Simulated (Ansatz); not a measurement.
# C₂H₇AlAsB: how energies converge with the basis set

One table from this session's results is given with a row withheld; the runs are named, their logs left out.

Computed with Ansatz 0.2.0, Gaussian basis. Level: one geometry, several basis sets.

Plan: PBE0-D4/def2-SVP; ωB97M-V/def2-SVP; PBE0-D4/def2-QZVPP; ωB97M-V/def2-QZVPP; the functionals' def2-TZVPP values are taken from earlier runs.

## The geometry

The geometry comes from an earlier relaxation with PBE0-D4 in a triple-zeta def2 set; it is a stationary point, not always the lowest conformer.

12 atoms, charge 0, spin multiplicity 1.

Atoms are counted from 1 here; the program's logs count them from 0.

Bond lengths: Al1–B2 2.122 Å, Al1–H6 1.599 Å, Al1–H7 1.598 Å, B2–C3 1.551 Å, B2–C5 1.551 Å, C3–As4 2.029 Å, C3–H8 1.093 Å, C3–H9 1.087 Å, As4–C5 2.029 Å, As4–H10 1.539 Å, C5–H11 1.087 Å, C5–H12 1.093 Å. Angles: B2–Al1–H6 121.8°, B2–Al1–H7 121.9°, H6–Al1–H7 116.3°, Al1–B2–C3 122.8°, Al1–B2–C5 122.9°, C3–B2–C5 105.7°, B2–C3–As4 75.5°, B2–C3–H8 119.1°, B2–C3–H9 123.2°, As4–C3–H8 100.9°, As4–C3–H9 118.1°, H8–C3–H9 112.0° and more.

The first run:

Input file in.yaml:

```yaml
crystal:
  periodic: [false, false, false]
  atoms:
    - {symbol: Al, position_ang: [-1.263404, 1.643040, -0.038800]}
    - {symbol: B, position_ang: [-0.428994, -0.292876, 0.206903]}
    - {symbol: C, position_ang: [0.607400, -0.626717, 1.311554]}
    - {symbol: As, position_ang: [1.707643, -0.476118, -0.386794]}
    - {symbol: C, position_ang: [-0.082640, -1.218096, -0.988779]}
    - {symbol: H, position_ang: [-1.185559, 2.746394, 1.115224]}
    - {symbol: H, position_ang: [-1.961386, 2.094602, -1.404078]}
    - {symbol: H, position_ang: [0.780548, -1.671825, 1.578709]}
    - {symbol: H, position_ang: [0.839034, 0.046189, 2.132704]}
    - {symbol: H, position_ang: [1.402996, 1.004004, -0.676003]}
    - {symbol: H, position_ang: [-0.402988, -1.018387, -2.007715]}
    - {symbol: H, position_ang: [0.064449, -2.285609, -0.808826]}
basis:
  gaussian: {orbitals: def2-SVP}
hamiltonian: {xc: pbe0, dispersion: d4}
output: {orbitals: {seedname: orbitals}}
```

Steps of the session up to this table: PBE0-D4 in def2-SVP; ωB97M-V in def2-SVP; PBE0-D4 in def2-QZVPP; ωB97M-V in def2-QZVPP.

One of the session's tables, all rows but one given; the rest of the session is left out.

It belongs to the step «Density functionals: the series». 

```
functional       basis  HOMO (eV)  LUMO (eV)
   PBE0-D4    def2-SVP      -6.71      -1.71
   PBE0-D4  def2-TZVPP          ?          ?
   PBE0-D4  def2-QZVPP      -6.73      -1.77
   ωB97M-V    def2-SVP      -8.76       0.04
   ωB97M-V  def2-TZVPP      -8.79      -0.07
   ωB97M-V  def2-QZVPP      -8.80      -0.20
```

Estimate the missing values for PBE0-D4, def2-TZVPP.

The run gave: HOMO (eV): -6.72; LUMO (eV): -1.74. In the column «HOMO (eV)» it lies between PBE0-D4, def2-QZVPP (-6.73) and PBE0-D4, def2-SVP (-6.71).
